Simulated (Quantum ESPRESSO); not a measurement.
# SrTiO3 (Pm-3m) in Quantum ESPRESSO: single point with PBE

Aim: the single point of SrTiO3 with PBE.

Everything below comes from runs of Quantum ESPRESSO 7.5. Logs are shortened: lines on timing, memory, paths and dates and some standing lists are left out, and cuts for length are marked.

### 1 The crystal as given

It takes space group Pm-3m (No. 221, cubic). The conventional cell has a = 3.965 Å, b = 3.965 Å, c = 3.965 Å, α = 90.00°, β = 90.00°, γ = 90.00°. Around Sr (site symmetry m-3m) lie 12 O at 2.80 Å. Around Ti (site symmetry m-3m) lie 6 O at 1.98 Å. O (site symmetry 4/mmm) has 2 Ti at 1.98 Å as nearest neighbours.

The cell was built by a generator and isn't the measured one.

### 2 Single point, PBE

pw.in reads:

```
&CONTROL
  calculation = 'scf'
  prefix = 'pwscf'
  outdir = './tmp'
  pseudo_dir = './pseudo'
  tprnfor = .true.
  tstress = .true.
  disk_io = 'nowf'
/
&SYSTEM
  ibrav = 0
  nat = 5
  ntyp = 3
  ecutwfc = 84
  nbnd = 28
  occupations = 'smearing'
  smearing = 'gaussian'
  degauss = 0.00146997
/
&ELECTRONS
  conv_thr = 1d-09
  electron_maxstep = 120
  mixing_beta = 0.5
/
ATOMIC_SPECIES
Sr    87.6200 Sr.upf
Ti    47.8670 Ti.upf
O     15.9990 O.upf
CELL_PARAMETERS angstrom
   3.9647250000    0.0000000000    0.0000000000
   0.0000000000    3.9647250000    0.0000000000
   0.0000000000    0.0000000000    3.9647250000
ATOMIC_POSITIONS crystal
Sr     0.0000000000    0.0000000000    0.0000000000
Ti     0.5000000000    0.5000000000    0.5000000000
O      0.5000000000    0.5000000000    0.0000000000
O      0.5000000000    0.0000000000    0.5000000000
O      0.0000000000    0.5000000000    0.5000000000
K_POINTS automatic
6 6 6 0 0 0
```

Potentials or basis: PseudoDojo 0.4.1 SR PBE standard.

Started as:

```console
> OMP_NUM_THREADS=1 pw.x -in pw.in > pw.out
```

pw.out:

```text
This program is part of the open-source Quantum ESPRESSO suite
     for quantum simulation of materials; please cite
[... 9 lines left out ...]
     --------------------
     sticks:   dense  smooth     PW     G-vecs:    dense   smooth      PW
     Sum        1489    1489    437                43723    43723    6931

     Using Slab Decomposition

     bravais-lattice index     =            0
     lattice parameter (alat)  =       7.4922  a.u.
     unit-cell volume          =     420.5676 (a.u.)^3
     number of atoms/cell      =            5
     number of atomic types    =            3
     number of electrons       =        40.00
     number of Kohn-Sham states=           28
     kinetic-energy cutoff     =      84.0000  Ry
     charge density cutoff     =     336.0000  Ry
     scf convergence threshold =      1.0E-09
     mixing beta               =       0.5000
     number of iterations used =            8  plain     mixing
     Exchange-correlation= PBE
                           (   1   4   3   4   0   0   0)

     celldm(1)=   7.492244  celldm(2)=   0.000000  celldm(3)=   0.000000
     celldm(4)=   0.000000  celldm(5)=   0.000000  celldm(6)=   0.000000

     crystal axes: (cart. coord. in units of alat)
               a(1) = (   1.000000   0.000000   0.000000 )
               a(2) = (   0.000000   1.000000   0.000000 )
               a(3) = (   0.000000   0.000000   1.000000 )

     reciprocal axes: (cart. coord. in units 2 pi/alat)
               b(1) = (  1.000000  0.000000  0.000000 )
               b(2) = (  0.000000  1.000000  0.000000 )
               b(3) = (  0.000000  0.000000  1.000000 )

     PseudoPot. # 1 for Sr read from file:
     Sr.upf
     Pseudo is Norm-conserving + core correction, Zval = 10.0
     Generated using ONCVPSP code by D. R. Hamann
     Using radial grid of 1834 points,  6 beta functions with:
                l(1) =   0
                l(2) =   0
                l(3) =   1
                l(4) =   1
                l(5) =   2
                l(6) =   2

     PseudoPot. # 2 for Ti read from file:
     Ti.upf
     Pseudo is Norm-conserving + core correction, Zval = 12.0
     Generated using ONCVPSP code by D. R. Hamann
     Using radial grid of 1586 points,  6 beta functions with:
                l(1) =   0
                l(2) =   0
                l(3) =   1
                l(4) =   1
                l(5) =   2
                l(6) =   2

     PseudoPot. # 3 for O  read from file:
     O.upf
     Pseudo is Norm-conserving + core correction, Zval =  6.0
     Generated using ONCVPSP code by D. R. Hamann
     Using radial grid of  936 points,  5 beta functions with:
                l(1) =   0
                l(2) =   0
                l(3) =   1
                l(4) =   1
                l(5) =   2

     atomic species   valence    mass     pseudopotential
     Sr               10.00    87.62000     Sr( 1.00)
     Ti               12.00    47.86700     Ti( 1.00)
     O                 6.00    15.99900     O ( 1.00)

     48 Sym. Ops., with inversion, found

   Cartesian axes

     site n.     atom                  positions (alat units)
         1        Sr     tau(   1) = (   0.0000000   0.0000000   0.0000000  )
         2        Ti     tau(   2) = (   0.5000000   0.5000000   0.5000000  )
         3        O      tau(   3) = (   0.5000000   0.5000000   0.0000000  )
         4        O      tau(   4) = (   0.5000000   0.0000000   0.5000000  )
         5        O      tau(   5) = (   0.0000000   0.5000000   0.5000000  )

     number of k points=    20  Gaussian smearing, width (Ry)=  0.0015
                       cart. coord. in units 2pi/alat
        k(    1) = (   0.0000000   0.0000000   0.0000000), wk =   0.0092593
        k(    2) = (   0.0000000   0.0000000   0.1666667), wk =   0.0555556
        k(    3) = (   0.0000000   0.0000000   0.3333333), wk =   0.0555556
        k(    4) = (   0.0000000   0.0000000  -0.5000000), wk =   0.0277778
        k(    5) = (   0.0000000   0.1666667   0.1666667), wk =   0.1111111
        k(    6) = (   0.0000000   0.1666667   0.3333333), wk =   0.2222222
[... 12 lines left out ...]
        k(   19) = (   0.3333333  -0.5000000  -0.5000000), wk =   0.0555556
        k(   20) = (  -0.5000000  -0.5000000  -0.5000000), wk =   0.0092593

     Dense  grid:    43723 G-vectors     FFT dimensions: (  45,  45,  45)

     Initial potential from superposition of free atoms

     starting charge      39.9901, renormalised to      40.0000
     Starting wfcs are   27 randomized atomic wfcs +    1 random wfcs

     Self-consistent Calculation

     iteration #  1     ecut=    84.00 Ry     beta= 0.50
     Davidson diagonalization with overlap
     ethr =  1.00E-02,  avg # of iterations =  5.4

     total energy              =    -286.35230454 Ry
     estimated scf accuracy    <       1.82231268 Ry

     iteration #  2     ecut=    84.00 Ry     beta= 0.50
     Davidson diagonalization with overlap
     ethr =  4.56E-03,  avg # of iterations =  2.1

     total energy              =    -285.84102557 Ry
     estimated scf accuracy    <       6.20019143 Ry

     iteration #  3     ecut=    84.00 Ry     beta= 0.50
     Davidson diagonalization with overlap
     ethr =  4.56E-03,  avg # of iterations =  2.0

     total energy              =    -287.10090140 Ry
     estimated scf accuracy    <       0.32570222 Ry

     iteration #  4     ecut=    84.00 Ry     beta= 0.50
     Davidson diagonalization with overlap
     ethr =  8.14E-04,  avg # of iterations =  1.8

     total energy              =    -287.05066320 Ry
     estimated scf accuracy    <       0.13386946 Ry

     iteration #  5     ecut=    84.00 Ry     beta= 0.50
     Davidson diagonalization with overlap
     ethr =  3.35E-04,  avg # of iterations =  2.4

     total energy              =    -287.08160433 Ry
     estimated scf accuracy    <       0.01091911 Ry

     iteration #  6     ecut=    84.00 Ry     beta= 0.50
     Davidson diagonalization with overlap
     ethr =  2.73E-05,  avg # of iterations =  3.6

     total energy              =    -287.08198375 Ry
     estimated scf accuracy    <       0.00106981 Ry

     iteration #  7     ecut=    84.00 Ry     beta= 0.50
     Davidson diagonalization with overlap
     ethr =  2.67E-06,  avg # of iterations =  5.3

     total energy              =    -287.08227366 Ry
     estimated scf accuracy    <       0.00012832 Ry

     iteration #  8     ecut=    84.00 Ry     beta= 0.50
     Davidson diagonalization with overlap
     ethr =  3.21E-07,  avg # of iterations =  1.3

     total energy              =    -287.08226215 Ry
     estimated scf accuracy    <       0.00004237 Ry

     iteration #  9     ecut=    84.00 Ry     beta= 0.50
     Davidson diagonalization with overlap
     ethr =  1.06E-07,  avg # of iterations =  1.9

     total energy              =    -287.08226963 Ry
     estimated scf accuracy    <       0.00000013 Ry

     iteration # 10     ecut=    84.00 Ry     beta= 0.50
     Davidson diagonalization with overlap
     ethr =  3.24E-10,  avg # of iterations =  4.0

     total energy              =    -287.08226973 Ry
     estimated scf accuracy    <       0.00000003 Ry

     iteration # 11     ecut=    84.00 Ry     beta= 0.50
     Davidson diagonalization with overlap
     ethr =  6.85E-11,  avg # of iterations =  1.1

     total energy              =    -287.08226972 Ry
     estimated scf accuracy    <       0.00000003 Ry

     iteration # 12     ecut=    84.00 Ry     beta= 0.50
     Davidson diagonalization with overlap
     ethr =  6.85E-11,  avg # of iterations =  2.0

     End of self-consistent calculation

          k = 0.0000 0.0000 0.0000 (  5449 PWs)   bands (ev):

   -47.1710 -23.4430 -23.4132 -23.4132 -23.4132  -7.7781  -6.8347  -6.8347
    -5.4165  -5.4165  -5.4165   6.6483   6.6483   6.6483   8.3305   8.3305
     8.3305   9.0447   9.0447   9.0447  11.2416  11.2416  11.2416  13.4901
    13.4901  14.8289  14.8289  15.2701

          k = 0.0000 0.0000 0.1667 (  5486 PWs)   bands (ev):

   -47.1707 -23.4799 -23.4126 -23.4126 -23.3858  -7.7940  -6.8405  -6.8261
    -5.4068  -5.4068  -5.2535   6.3172   6.6413   6.6413   8.0125   8.0125
     8.1226   8.3354   8.9052   8.9052  11.2772  11.7706  11.7706  13.4926
    14.1891  15.2368  15.2661  15.9066

          k = 0.0000 0.0000 0.3333 (  5458 PWs)   bands (ev):

   -47.1701 -23.5240 -23.4115 -23.4115 -23.3606  -7.9026  -6.8089  -6.6979
    -5.3871  -5.3871  -4.9907   5.6178   6.6485   6.6485   7.3919   7.4599
     7.4599   7.7567   8.7508   8.7508  11.3506  12.6301  12.6301  13.4966
    15.1593  16.1444  16.1490  17.5534

          k = 0.0000 0.0000-0.5000 (  5478 PWs)   bands (ev):

   -47.1699 -23.5426 -23.4109 -23.4109 -23.3513  -7.9753  -6.8003  -6.5791
    -5.3772  -5.3772  -4.8806   5.2505   6.6798   6.6798   7.0492   7.1953
     7.1953   7.5926   8.6926   8.6926  11.3885  13.0177  13.0177  13.4984
    15.5553  16.5987  16.6575  18.6033

          k = 0.0000 0.1667 0.1667 (  5465 PWs)   bands (ev):

   -47.1704 -23.4877 -23.4269 -23.4120 -23.3730  -7.7631  -6.8881  -6.8042
    -5.3966  -5.3121  -5.2117   6.1429   6.4694   6.6377   7.3536   7.7885
     8.1717   8.3095   8.6183   8.6845  11.7352  11.8477  12.0447  13.8310
    14.6009  15.6116  15.6647  16.3095

          k = 0.0000 0.1667 0.3333 (  5455 PWs)   bands (ev):

   -47.1699 -23.5140 -23.4288 -23.4109 -23.3631  -7.7901  -6.8462  -6.7455
    -5.3761  -5.2778  -5.0226   5.5763   6.2592   6.6317   6.6522   7.3279
     7.6535   8.2571   8.4461   8.5051  11.8344  12.6391  12.7022  13.9362
    15.5345  16.3740  16.5805  17.4335

          k = 0.0000 0.1667-0.5000 (  5460 PWs)   bands (ev):

   -47.1696 -23.5290 -23.4253 -23.4104 -23.3607  -7.8370  -6.7782  -6.7075
    -5.3657  -5.2696  -4.9334   5.2349   6.0935   6.4363   6.6937   7.0796
     7.4910   8.2427   8.3662   8.3998  11.8620  13.0190  13.0586  13.9476
    15.9288  16.8193  17.0859  18.0215

          k = 0.0000 0.3333 0.3333 (  5470 PWs)   bands (ev):

   -47.1693 -23.4957 -23.4544 -23.4098 -23.3755  -7.5703  -6.9759  -6.7391
    -5.3538  -5.1168  -5.0537   5.3669   5.7465   5.7951   6.6752   7.0450
     7.7252   7.9899   8.0312   8.9987  12.6078  12.6942  13.0349  14.2570
    16.4424  16.8549  17.4661  17.6578

          k = 0.0000 0.3333-0.5000 (  5452 PWs)   bands (ev):

   -47.1690 -23.4949 -23.4538 -23.4093 -23.3865  -7.4905  -6.9203  -6.8179
    -5.3426  -5.0965  -5.0083   5.1731   5.3123   5.7082   6.7293   6.8591
     7.7753   7.8777   7.9377   9.1237  12.6595  13.0229  13.2825  14.3194
    16.8607  17.2715  17.3833  18.2712

          k = 0.0000-0.5000-0.5000 (  5440 PWs)   bands (ev):

   -47.1687 -23.4680 -23.4680 -23.4093 -23.4087  -7.1552  -7.0131  -7.0131
    -5.3309  -5.0225  -5.0225   5.0295   5.0307   5.4085   6.7538   6.7538
     7.6725   7.9152   7.9152   9.3439  13.0255  13.0255  13.4688  14.3959
    17.1356  17.3443  17.5096  18.7332

          k = 0.1667 0.1667 0.1667 (  5497 PWs)   bands (ev):

   -47.1701 -23.4887 -23.4263 -23.4263 -23.3672  -7.7069  -6.8538  -6.8538
    -5.3420  -5.3420  -5.1450   5.9681   6.4703   6.4703   7.2811   7.2811
     7.6667   8.5521   8.5521   8.5820  12.0197  12.1093  12.1093  14.5978
    14.5978  15.9564  15.9564  16.5003

          k = 0.1667 0.1667 0.3333 (  5461 PWs)   bands (ev):

   -47.1696 -23.5047 -23.4305 -23.4251 -23.3659  -7.6758  -6.8285  -6.7802
    -5.4073  -5.2343  -5.0401   5.5318   6.1297   6.4708   6.6043   6.7568
     7.5301   8.3673   8.4412   8.5864  12.1420  12.7285  12.7400  14.5847
    15.6889  16.6191  16.7404  17.2425

          k = 0.1667 0.1667-0.5000 (  5464 PWs)   bands (ev):

   -47.1693 -23.5172 -23.4249 -23.4245 -23.3683  -7.6995  -6.7586  -6.7401
    -5.4433  -5.1764  -5.0019   5.2244   5.9708   6.3329   6.4580   6.5808
     7.6040   8.2377   8.3923   8.5114  12.1761  13.0708  13.0943  14.5716
    16.1131  17.0701  17.0820  17.9547

          k = 0.1667 0.3333 0.3333 (  5469 PWs)   bands (ev):

   -47.1690 -23.4876 -23.4537 -23.4254 -23.3780  -7.4484  -6.9035  -6.7236
    -5.4206  -5.2128  -5.0585   5.3696   5.8021   5.8377   6.3522   6.6194
     7.0712   8.3557   8.4488   9.0120  12.7566  12.8232  13.0786  15.0713
    16.4276  17.0135  17.2322  17.4275

          k = 0.1667 0.3333-0.5000 (  5480 PWs)   bands (ev):

   -47.1687 -23.4884 -23.4532 -23.4235 -23.3888  -7.3567  -6.8688  -6.7401
    -5.4462  -5.1337  -5.1137   5.1749   5.4522   5.7178   6.3861   6.4353
     7.0700   8.3761   8.3921   9.1374  12.8171  13.1274  13.3250  15.1197
    16.8460  17.2593  17.4055  17.6820

          k = 0.1667-0.5000-0.5000 (  5468 PWs)   bands (ev):

   -47.1684 -23.4673 -23.4673 -23.4230 -23.4056  -7.0118  -6.9262  -6.9262
    -5.4106  -5.1469  -5.1469   5.0379   5.2305   5.4126   6.3953   6.3953
     6.9503   8.4175   8.4175   9.3635  13.1491  13.1491  13.5146  15.1880
    16.9543  17.3444  17.7519  17.8939

          k = 0.3333 0.3333 0.3333 (  5478 PWs)   bands (ev):

   -47.1684 -23.4714 -23.4524 -23.4524 -23.3870  -7.1862  -6.7279  -6.7279
    -5.4354  -5.4354  -5.1529   5.3391   5.8206   5.8206   5.9513   6.1544
     6.1544   8.8435   8.8435   9.1266  13.1378  13.1795  13.1795  16.3617
    16.3617  16.9075  17.1426  17.1426

          k = 0.3333 0.3333-0.5000 (  5490 PWs)   bands (ev):

   -47.1682 -23.4741 -23.4520 -23.4517 -23.3944  -7.0335  -6.7606  -6.6131
    -5.5737  -5.3338  -5.2903   5.1462   5.6705   5.6889   5.8407   5.9762
     6.2004   8.9084   9.0203   9.2263  13.2094  13.3951  13.4253  16.2925
    16.7169  16.9590  17.0468  17.1668

          k = 0.3333-0.5000-0.5000 (  5488 PWs)   bands (ev):

   -47.1679 -23.4659 -23.4659 -23.4512 -23.3983  -6.7078  -6.7054  -6.7054
    -5.5639  -5.4418  -5.4418   5.0108   5.4207   5.6354   5.8137   5.9873
     5.9873   9.1223   9.1223   9.4034  13.4537  13.4537  13.6073  16.2338
    16.7489  16.7489  16.9070  17.3447

          k =-0.5000-0.5000-0.5000 (  5520 PWs)   bands (ev):

   -47.1676 -23.4653 -23.4653 -23.4653 -23.3946  -6.5458  -6.5458  -6.5458
    -5.6379  -5.6379  -5.6379   4.8907   5.4248   5.4248   5.8398   5.8398
     5.8398   9.4237   9.4237   9.4237  13.6546  13.6546  13.6546  16.2393
    16.2393  17.3448  17.3448  19.2870

     the Fermi energy is    11.1298 ev

!    total energy              =    -287.08226973 Ry
     estimated scf accuracy    <          4.1E-10 Ry
     smearing contrib. (-TS)   =      -0.00000000 Ry
     internal energy E=F+TS    =    -287.08226973 Ry

     The total energy is F=E-TS. E is the sum of the following terms:
     one-electron contribution =     -80.05737460 Ry
     hartree contribution      =      61.68150862 Ry
     xc contribution           =     -59.40083151 Ry
     ewald contribution        =    -209.30557224 Ry

     convergence has been achieved in  12 iterations

     Forces acting on atoms (cartesian axes, Ry/au):

     atom    1 type  1   force =     0.00000000    0.00000000    0.00000000
     atom    2 type  2   force =     0.00000000    0.00000000    0.00000000
     atom    3 type  3   force =     0.00000000    0.00000000    0.00000000
     atom    4 type  3   force =     0.00000000    0.00000000    0.00000000
     atom    5 type  3   force =     0.00000000    0.00000000    0.00000000

     Total force =     0.000000     Total SCF correction =     0.000000

     Computing stress (Cartesian axis) and pressure

          total   stress  (Ry/bohr**3)                   (kbar)     P=      -39.06
  -0.00026555   0.00000000   0.00000000          -39.06        0.00        0.00
   0.00000000  -0.00026555   0.00000000            0.00      -39.06        0.00
   0.00000000   0.00000000  -0.00026555            0.00        0.00      -39.06

=------------------------------------------------------------------------------=
   JOB DONE.
=------------------------------------------------------------------------------=
```

It took 34 s on 1 thread of Intel Xeon Platinum 8488C (Sapphire Rapids), shared host; peak memory 0.13 GiB.

Results:

```
Free energy            : -3905.9533 eV
Pressure               : -3.9 GPa
Band gap on the k mesh : 1.82 eV, indirect (least direct gap 2.20 eV)
```
